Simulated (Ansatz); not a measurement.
# C₂H₃BO: vertical ionisation energy

How much energy removes an electron from C₂H₃BO at fixed geometry? The cation is run at each level and the neutral's energy taken from earlier runs.

The runs use Ansatz 0.2.0, Gaussian basis; unrestricted cation, the program's frozen cores in correlated methods.

Levels to be run: UKS PBE-D4/def2-TZVPP; UKS r2SCAN-D4/def2-TZVPP; UKS PBE0-D4/def2-TZVPP; UKS B3LYP-D4/def2-TZVPP; UKS wB97X-V/def2-TZVPP; UKS wB97M-V/def2-TZVPP; UKS B2PLYP/def2-TZVPP; UHF-CCSD(T)/def2-TZVPP; UHF-MP2/def2-QZVPP; extrapolation to the limit; then −ε(HOMO) from the neutral's earlier runs with LDA (SPW92), PBE-D4, revPBE-D4, BLYP-D4, r2SCAN-D4, B97M-V, PBE0-D4, B3LYP-D4, r2SCANh-D4, r2SCAN0-D4, HSE06-D4, BHLYP-D4, CAM-B3LYP-D4, LC-ωPBE, ωB97X-V, ωB97M-V.

## Step 1: The geometry

All runs share one geometry, relaxed beforehand with PBE0-D4 in a triple-zeta def2 set.

SMILES `B1C=CO1`, 7 atoms, charge 0, spin multiplicity 1.

Atoms are counted from 1 here; the program's logs count them from 0.

Bond lengths: B1–C2 1.531 Å, B1–O4 1.432 Å, B1–H5 1.190 Å, C2–C3 1.346 Å, C2–H6 1.076 Å, C3–O4 1.395 Å, C3–H7 1.088 Å. Angles: C2–B1–O4 94.6°, C2–B1–H5 138.4°, O4–B1–H5 124.3°, B1–C2–C3 76.2°, B1–C2–H6 143.7°, C3–C2–H6 129.8°, C2–C3–O4 105.3°, C2–C3–H7 136.1°, O4–C3–H7 117.7°, B1–O4–C3 78.2°.

## Step 2: Cation, UKS PBE-D4/def2-TZVPP

Input file in.yaml:

```yaml
crystal:
  periodic: [false, false, false]
  atoms:
    - {symbol: B, position_ang: [-0.802513, 0.329214, -0.470610]}
    - {symbol: C, position_ang: [0.009087, 0.310041, 0.827356]}
    - {symbol: C, position_ang: [0.560594, -0.672418, 0.090575]}
    - {symbol: O, position_ang: [-0.388578, -0.976995, -0.884954]}
    - {symbol: H, position_ang: [-1.315916, 1.128602, -1.186943]}
    - {symbol: H, position_ang: [0.451401, 0.935355, 1.583789]}
    - {symbol: H, position_ang: [1.547225, -1.121698, -0.004912]}
basis:
  gaussian: {orbitals: def2-TZVPP}
total_charge: 1
magnetization: {spin_polarized: true, initial_magnetization: 1}
hamiltonian: {xc: pbe, dispersion: d4}
```

Run with:

```
> ansatz run in.yaml --threads 2 --pin off --events-out ev --progress --plain --max-ram 4352MiB
```

The runs that follow: Cation, UKS r2SCAN-D4/def2-TZVPP; Cation, UKS PBE0-D4/def2-TZVPP; Cation, UKS B3LYP-D4/def2-TZVPP; Cation, UKS wB97X-V/def2-TZVPP; Cation, UKS wB97M-V/def2-TZVPP; Cation, UKS B2PLYP (frozen core)/def2-TZVPP; Cation, UHF-CCSD(T)/def2-TZVPP; Cation, UHF-MP2/def2-QZVPP.

Before running them: what should the planned runs give, taken together? Wanted: ionisation energy, CCSD(T)/CBS; nearest functional by difference; nearest −ε(HOMO); −ε(HOMO) of PBE; T1 of the cation.

The runs gave:

| quantity | value |
| --- | --- |
| ionisation energy, CCSD(T)/CBS | 9.81 eV |
| nearest functional by difference | B3LYP-D4 (-0.18 eV) |
| nearest −ε(HOMO) | LC-ωPBE (+0.05 eV) |
| −ε(HOMO) of PBE | 5.90 eV |
| T1 of the cation | 0.021 |

What this shows: By cation minus neutral, the functionals miss by 0.32 eV at most. −ε(HOMO) of PBE misses by 3.9 eV, since self-interaction lifts the level. Among orbital estimates LC-ωPBE comes nearest. Hartree-Fock falls 1.39 eV short, as the neutral has more correlation energy than the cation.
